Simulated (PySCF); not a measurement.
# Pb2: other functionals and bases at one geometry

Program: PySCF 2.14.0. Level of theory: several levels, as the steps say, no spin–orbit coupling. These are calculated values, not measurements.

### Step 1. Where the work starts

2 atoms, charge 0, spin multiplicity 3.

Bond lengths: Pb1–Pb2 2.944 Å.

As a file:

```tsv
atom	x (Å)	y (Å)	z (Å)
Pb1	0.0000	0.0000	1.4720
Pb2	0.0000	0.0000	-1.4720
```

An earlier session relaxed this geometry at BP86, Pb def2-SVP with ECP60 (triplet, point group D∞h).

At BP86 on the finer grid: E = -386.050409 Eh, HOMO -4.16 eV, LUMO -3.75 eV (over both spins), ⟨S²⟩ = 2.002, Mulliken charge on Pb1 -0.00 e, largest force component 0.001 eV/Å. 

Levels to run: TPSSh; revPBE; CAM-B3LYP; BLYP; BP86, small-core/TZVP; BP86, x2c-SVP. Hardware: 2 threads of Intel Xeon Platinum 8488C (Sapphire Rapids), shared host.

### Step 2. TPSSh

run.py (the lines that set the calculation) reads:

```python
mol = gto.M(atom='''
Pb     0.00000     0.00000     1.47204
Pb     0.00000     0.00000    -1.47204''',
    basis={'Pb': 'def2-SVP'},
    ecp={'Pb': 'def2-SVP'},
    charge=0, spin=2)
mf = dft.UKS(mol, xc='TPSSH')
mf.grids.atom_grid = (75, 302)
mf = mf.density_fit()  # fitting sets: Pb def2-universal-JKFIT
mf.conv_tol = 1e-08; mf.max_cycle = 55
mf.kernel(dm0)  # dm0: the density of the relaxed state
```

Launch:

```
$ OMP_NUM_THREADS=2 python run.py
```

**Question.** How long does this run take on 2 threads of Intel Xeon Platinum 8488C (Sapphire Rapids), shared host?

About 1.9 s.
